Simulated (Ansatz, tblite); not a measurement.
# The cluster Sr6Te6: rung by rung

One table from this session's results is given with a row withheld; the runs are named, their logs left out.

Program: Ansatz 0.2.0, Gaussian basis. Level of theory: as each input shows. These are calculated values, not measurements.

Plan: GFN1-xTB, GFN2-xTB, PBE-D4/def2-TZVP, r2SCAN-D4/def2-TZVP, PBE-D4/def2-SVP, PBE0-D4/def2-SVP, MP2/def2-SVP.

5 further runs of the same task are left out: 3 that didn't finish, 2 set aside as unsound or not needed.

### The relaxed structure

The geometry is that of the singlet, from an earlier relaxation (PBE0-D4/def2-SVP). At that level it is the lowest of the isomers that a small search found.

12 atoms, charge 0, spin multiplicity 1.

Bond lengths: Sr1–Te11 3.026 Å, Sr1–Te12 3.028 Å, Sr2–Te8 3.028 Å, Sr2–Te9 3.026 Å, Sr3–Te7 3.027 Å, Sr3–Te10 3.026 Å, Sr4–Te7 3.028 Å, Sr4–Te9 3.026 Å, Sr5–Te8 3.028 Å, Sr5–Te11 3.026 Å, Sr6–Te10 3.026 Å, Sr6–Te12 3.027 Å. Angles: Te11–Sr1–Te12 169.1°, Te8–Sr2–Te9 166.9°, Te7–Sr3–Te10 167.8°, Te7–Sr4–Te9 169.6°, Te8–Sr5–Te11 166.6°, Te10–Sr6–Te12 166.3°, Sr3–Te7–Sr4 130.4°, Sr2–Te8–Sr5 128.1°, Sr2–Te9–Sr4 133.8°, Sr3–Te10–Sr6 133.1°, Sr1–Te11–Sr5 133.7°, Sr1–Te12–Sr6 129.4°.

Geometry (Å):

```
Sr   -4.6521    2.7003   -0.5918
Sr    4.8303    2.7973    0.1708
Sr   -0.1070   -5.5071    0.4305
Sr    4.6548   -2.7650    0.3273
Sr    0.1560    5.5023   -0.5272
Sr   -4.8974   -2.7097    0.2062
Te    2.9067   -5.2367    0.3445
Te    3.1190    5.2932    0.0600
Te    5.9278   -0.0199    0.2844
Te   -3.1099   -5.1351    0.4841
Te   -2.7681    5.0075   -1.1276
Te   -6.0600    0.0728   -0.0613
```

Sr, Te take a core potential in the def2 sets. No spin-orbit coupling is included.

PBE0-D4/def2-TZVP was run before; its log isn't repeated, and its numbers join the tables.

The first run:

Tight binding, by tblite at 300 K electronic temperature and without a spin-polarisation term:

```python
tblite.interface.Calculator('GFN1-xTB', numbers, positions, charge=0, uhf=0).singlepoint()
```

Tight binding, by tblite at 300 K electronic temperature and without a spin-polarisation term:

```python
tblite.interface.Calculator('GFN2-xTB', numbers, positions, charge=0, uhf=0).singlepoint()
```

start.molden holds the orbitals of an earlier run on this state, given as this run's starting guess.

in.yaml reads:

```yaml
crystal:
  periodic: [false, false, false]
  atoms:
    - {symbol: Sr, position_ang: [-4.652054, 2.700306, -0.591758]}
    - {symbol: Sr, position_ang: [4.830279, 2.797320, 0.170841]}
    - {symbol: Sr, position_ang: [-0.107026, -5.507064, 0.430488]}
    - {symbol: Sr, position_ang: [4.654778, -2.764961, 0.327301]}
    - {symbol: Sr, position_ang: [0.155994, 5.502281, -0.527219]}
    - {symbol: Sr, position_ang: [-4.897400, -2.709673, 0.206242]}
    - {symbol: Te, position_ang: [2.906667, -5.236727, 0.344496]}
    - {symbol: Te, position_ang: [3.118987, 5.293226, 0.060018]}
    - {symbol: Te, position_ang: [5.927826, -0.019867, 0.284400]}
    - {symbol: Te, position_ang: [-3.109858, -5.135144, 0.484061]}
    - {symbol: Te, position_ang: [-2.768150, 5.007540, -1.127561]}
    - {symbol: Te, position_ang: [-6.060043, 0.072763, -0.061308]}
basis:
  gaussian: {orbitals: def2-TZVP, initial_orbitals: start.molden}
hamiltonian: {xc: pbe, dispersion: d4}
scf: {omitted_lower_state_checks: [starts]}
output: {forces: true, orbitals: {seedname: orbitals}}
```

Command:

```console
$ ansatz run in.yaml --threads 6 --pin off --events-out ev --progress --plain --max-ram 7833MiB
```

Among the steps run: PBE-D4/def2-TZVP; r2SCAN-D4/def2-TZVP; PBE-D4/def2-SVP; PBE0-D4/def2-SVP; MP2/def2-SVP.

One of the session's tables, all rows but one given; the rest of the session is left out.

It belongs to the step «Binding energy». 

```
              level  binding an atom (eV)
        HF/def2-SVP                 1.830
    PBE-D4/def2-SVP                 2.534
   PBE-D4/def2-TZVP                 2.505
r2SCAN-D4/def2-TZVP                 2.635
   PBE0-D4/def2-SVP                 2.544
  PBE0-D4/def2-TZVP                     ?
       MP2/def2-SVP                 2.318
```

Estimate the missing values for PBE0-D4/def2-TZVP.

**Answer.** binding an atom (eV): 2.523. In the column «binding an atom (eV)» it lies between PBE-D4/def2-TZVP (2.505) and PBE-D4/def2-SVP (2.534).

Limits of these values: Free atoms were run apart at each level; binding is atoms less cluster, divided by the number of atoms, without zero-point or spin-orbit terms.
